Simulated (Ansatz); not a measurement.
# Br: the cost of one run

Program: Ansatz 0.2.0. Level of theory: DFT PBE, scalar-relativistic, plane waves, PAW. These are calculated values, not measurements.

## 1. The starting structure

It takes space group P4/mmm (No. 123, tetragonal). Conventional cell: a = 2.689 Å, b = 2.689 Å, c = 14.000 Å, α = 90.00°, β = 90.00°, γ = 90.00°. Around Br (site symmetry 4/mmm) lie 4 Br at 2.69 Å.

As a file:

```cif
data_structure
_symmetry_space_group_name_H-M 'P4/mmm'
_symmetry_Int_Tables_number 123
_cell_length_a 2.6888
_cell_length_b 2.6888
_cell_length_c 14.0000
_cell_angle_alpha 90.000
_cell_angle_beta 90.000
_cell_angle_gamma 90.000
_cell_volume 101.21
loop_
_atom_site_label
_atom_site_type_symbol
_atom_site_symmetry_multiplicity
_atom_site_Wyckoff_symbol
_atom_site_fract_x
_atom_site_fract_y
_atom_site_fract_z
_atom_site_occupancy
Br1 Br 1 d 0.50000 0.50000 0.50000 1
```

A structure generator made this guess: species swapped into a sheet modelled on a layer of Se. Its size is a rough estimate.

It is a sheet, periodic along a and b, with vacuum along c; volumes and pressures of the box carry no meaning, and space groups named for it are those of the box.

## 2. A first look at the guess

input.yaml

```yaml
crystal:
  lattice:
    - [2.688762, 0.0, 0.0]
    - [0.0, 2.688762, 0.0]
    - [0.0, 0.0, 14.0]
  atoms:
    - { symbol: Br, position: [0.5, 0.5, 0.5] }
  periodic: [true, true, false]
basis:
  ecutwfc: 420
kpoints:
  mp_grid: { grid: [6, 6, 1] }
hamiltonian:
  xc: pbe
scf:
  occupations: { method: gaussian, width: 0.1 }
  lower_state_search: "off"
output:
  forces: true
  stress: true
  eigenvalues: true
```

The run is started by

```
$ ansatz run input.yaml --threads 1 --pin off --max-ram 2048MiB --backend cpu --events-out ev --progress --plain --runs-dir out
```

**Question.** How long does this run take on 1 thread of Arm Neoverse V1, shared host, and how much memory does it need?

About 1.5 s, with a peak of 0.29 GiB.
